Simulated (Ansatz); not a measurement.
# Sn3Ge29: the cost of one run

Method: DFT PBEsol, scalar-relativistic, plane waves, PAW, and further levels as typed in the inputs, in Ansatz 0.2.0.

### Step 1. Starting point

Symmetry: P1, No. 1, triclinic system. The conventional cell has a = 5.810 Å, b = 11.354 Å, c = 11.354 Å, α = 90.00°, β = 90.00°, γ = 90.00°. Around Ge (site symmetry 1) lie 3 Ge at 2.48 Å and 1 Sn at 2.48 Å. Ge (site symmetry 1) has 4 Ge at 2.48 Å as nearest neighbours. Only part of the 32 independent sites is listed.

As a file:

```xyz
32
Lattice="11.3540 0.0000 0.0000 0.0000 11.3540 0.0000 0.0000 0.0000 5.8101" Properties=species:S:1:pos:R:3 pbc="T T T"
Ge    0.0000    0.0000    0.0000
Ge    0.0000    2.8385    2.9050
Ge    2.8385    0.0000    2.9050
Ge    2.8385    2.8385    0.0000
Ge    1.4192    1.4192    1.4525
Ge    1.4192    4.2577    4.3575
Ge    4.2577    1.4192    4.3575
Ge    4.2577    4.2577    1.4525
Ge    0.0000    5.6770    0.0000
Ge    0.0000    8.5155    2.9050
Ge    2.8385    5.6770    2.9050
Ge    2.8385    8.5155    0.0000
Ge    1.4192    7.0962    1.4525
Ge    1.4192    9.9347    4.3575
Ge    4.2577    7.0962    4.3575
Ge    4.2577    9.9347    1.4525
Ge    5.6770    0.0000    0.0000
Ge    5.6770    2.8385    2.9050
Ge    8.5155    0.0000    2.9050
Ge    8.5155    2.8385    0.0000
Ge    7.0962    1.4192    1.4525
Ge    7.0962    4.2577    4.3575
Ge    9.9347    1.4192    4.3575
Ge    9.9347    4.2577    1.4525
Ge    5.6770    5.6770    0.0000
Sn    5.6770    8.5155    2.9050
Ge    8.5155    5.6770    2.9050
Ge    8.5155    8.5155    0.0000
Ge    7.0962    7.0962    1.4525
Sn    7.0962    9.9347    4.3575
Ge    9.9347    7.0962    4.3575
Sn    9.9347    9.9347    1.4525
```

### Step 2. Relaxing cell and atoms: Sn3Ge29, no spin

Input file input.yaml:

```yaml
crystal:
  lattice:
    - [11.354, 0.0, 0.0]
    - [0.0, 11.354, 0.0]
    - [0.0, 0.0, 5.81005]
  atoms:
    - { symbol: Ge, position: [0.0, 0.0, 0.0] }
    - { symbol: Ge, position: [0.0, 0.25, 0.5] }
    - { symbol: Ge, position: [0.25, 0.0, 0.5] }
    - { symbol: Ge, position: [0.25, 0.25, 0.0] }
    - { symbol: Ge, position: [0.125, 0.125, 0.25] }
    - { symbol: Ge, position: [0.125, 0.375, 0.75] }
    - { symbol: Ge, position: [0.375, 0.125, 0.75] }
    - { symbol: Ge, position: [0.375, 0.375, 0.25] }
    - { symbol: Ge, position: [0.0, 0.5, 0.0] }
    - { symbol: Ge, position: [0.0, 0.75, 0.5] }
    - { symbol: Ge, position: [0.25, 0.5, 0.5] }
    - { symbol: Ge, position: [0.25, 0.75, 0.0] }
    - { symbol: Ge, position: [0.125, 0.625, 0.25] }
    - { symbol: Ge, position: [0.125, 0.875, 0.75] }
    - { symbol: Ge, position: [0.375, 0.625, 0.75] }
    - { symbol: Ge, position: [0.375, 0.875, 0.25] }
    - { symbol: Ge, position: [0.5, 0.0, 0.0] }
    - { symbol: Ge, position: [0.5, 0.25, 0.5] }
    - { symbol: Ge, position: [0.75, 0.0, 0.5] }
    - { symbol: Ge, position: [0.75, 0.25, 0.0] }
    - { symbol: Ge, position: [0.625, 0.125, 0.25] }
    - { symbol: Ge, position: [0.625, 0.375, 0.75] }
    - { symbol: Ge, position: [0.875, 0.125, 0.75] }
    - { symbol: Ge, position: [0.875, 0.375, 0.25] }
    - { symbol: Ge, position: [0.5, 0.5, 0.0] }
    - { symbol: Sn, position: [0.5, 0.75, 0.5] }
    - { symbol: Ge, position: [0.75, 0.5, 0.5] }
    - { symbol: Ge, position: [0.75, 0.75, 0.0] }
    - { symbol: Ge, position: [0.625, 0.625, 0.25] }
    - { symbol: Sn, position: [0.625, 0.875, 0.75] }
    - { symbol: Ge, position: [0.875, 0.625, 0.75] }
    - { symbol: Sn, position: [0.875, 0.875, 0.25] }
scf:
  occupations: { method: gaussian, width: 0.01 }
output:
  forces: true
  stress: true
hamiltonian:
  xc: pbesol
kpoints:
  mp_grid: { grid: [3, 3, 6], shift: [0.5, 0.5, 0.5] }
relax:
  f_tol: 0.005
  cell: { stress_tol: 0.03, fix: [a, b, angles] }
```

On the command line:

```
ansatz run input.yaml --threads 8 --pin off --max-ram 12288MiB --backend cpu --events-out ev --progress --plain --runs-dir out
```

Q: Estimate wall time and peak memory on 8 threads of Arm Neoverse N1, shared host.

About 19 min, with a peak of 8.6 GiB.
